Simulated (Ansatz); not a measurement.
This script makes a scan of the energy under strain of LiBH4, space group F-43m with Ansatz 0.2.0, Python API.

`strain.py`
```python
"""Energy of LiBH4 under tetragonal strain, ions carried with the cell."""

import logging
import sys

import ansatz as az
import numpy as np
from tabulate import tabulate

logging.basicConfig(stream=sys.stdout, format="[%(levelname)s] %(message)s")
log = logging.getLogger("libh4")
log.setLevel(logging.INFO)

vectors0 = np.array([
    [0.0, 2.855319, 2.855319],
    [2.855319, 0.0, 2.855319],
    [2.855319, 2.855319, 0.0],
])
sites = [
    ("Li", (0.0, 0.0, 0.0)),
    ("B", (0.5, 0.5, 0.5)),
    ("H", (0.376787, 0.376787, 0.376787)),
    ("H", (0.86964, 0.376787, 0.376787)),
    ("H", (0.376787, 0.376787, 0.86964)),
    ("H", (0.376787, 0.86964, 0.376787)),
]


def build(cell):
    crystal = az.Crystal(lattice=az.Lattice.of(cell))
    for symbol, position in sites:
        crystal = crystal.atom(symbol, position)
    return crystal


def main() -> None:
    # clamped ions: the fractional positions stay as typed
    values = np.linspace(-0.02, 0.02, 7)
    energies = []
    for d in values:
        strain = np.diag([d, d, (1 + d) ** -2 - 1])
        cell = vectors0 @ (np.eye(3) + strain)
        calc = (
            build(cell).calculation()
            .pseudopotentials("paw")
            .functional("r2scan", dispersion="d3bj")
            .occupations("fermi_dirac", width=0.02)
            .basis(520)
            .kpoints(6, 6, 6)
        )
        rep = calc.run().report
        energies.append(rep["free_energy_ev"] / len(sites))
        log.info(f"d = {d:+.4f}  F = {energies[-1]:.5f} eV/atom")
    energies = np.array(energies)

    print(tabulate(zip(values, 1000 * (energies - energies.min())), headers=["strain", "dE (meV/atom)"], floatfmt=".3f"))
    curvature = 2 * np.polyfit(values, energies, 3)[1]
    volume = abs(np.linalg.det(vectors0)) / len(sites)
    log.info(f"d2E/dd2 over the volume: {curvature / volume * 160.21766:.1f} GPa")


if __name__ == "__main__":
    main()
```

How much energy does this tetragonal strain cost, and what curvature follows?

Against the unstrained cell the energy per atom changes by +2.12 meV at one end of the scan and +1.83 meV at the other, and its second derivative over the volume is 204.1 GPa.

The run itself:

Running `python strain.py` prints:
```text
DeckWarning: the atoms were moved onto the symmetric positions of the space group found under crystal.symmetry.tolerance 1.0e-5 (fractional; no operation is sought that the atoms, as they stand in a round, miss by more than twice it, and no atom is moved by as much as it), and the run uses the moved positions. Before [...]
DeckWarning: the engine holds no damping parameters fitted to this dispersion correction and functional, so the run takes those fitted to r2scan beside the three-body term, which d3bj leaves out (hamiltonian.dispersion, under Limitations)
[INFO] d = -0.0200  F = -71.25593 eV/atom
[INFO] d = -0.0133  F = -71.25714 eV/atom
[INFO] d = -0.0067  F = -71.25783 eV/atom
[INFO] d = +0.0000  F = -71.25805 eV/atom
[INFO] d = +0.0067  F = -71.25784 eV/atom
[INFO] d = +0.0133  F = -71.25722 eV/atom
[INFO] d = +0.0200  F = -71.25622 eV/atom
  strain    dE (meV/atom)
--------  ---------------
  -0.020            2.118
  -0.013            0.913
  -0.007            0.220
   0.000            0.000
   0.007            0.209
   0.013            0.827
   0.020            1.830
[INFO] d2E/dd2 over the volume: 204.1 GPa
```
(Warnings from the package without file and line, shortened, repeats left out.)

Caveats:
- Total energies depend on the potentials; only differences at equal settings carry meaning.
- The dispersion term runs with damping parameters of another functional.
- The curvature belongs to this strain pattern and to the cell's stress; it equals a single elastic constant only for simple patterns.
- The structure comes from a database of computed cells and needn't be a stable or known phase.
- The ions keep their fractional positions (clamped ions).
- Run time: 22 s on 1 thread of Arm Neoverse V2, with other jobs on the host, peak memory 0.46 GiB.

(Lines on the test bed's own set-up are left out of the output.)
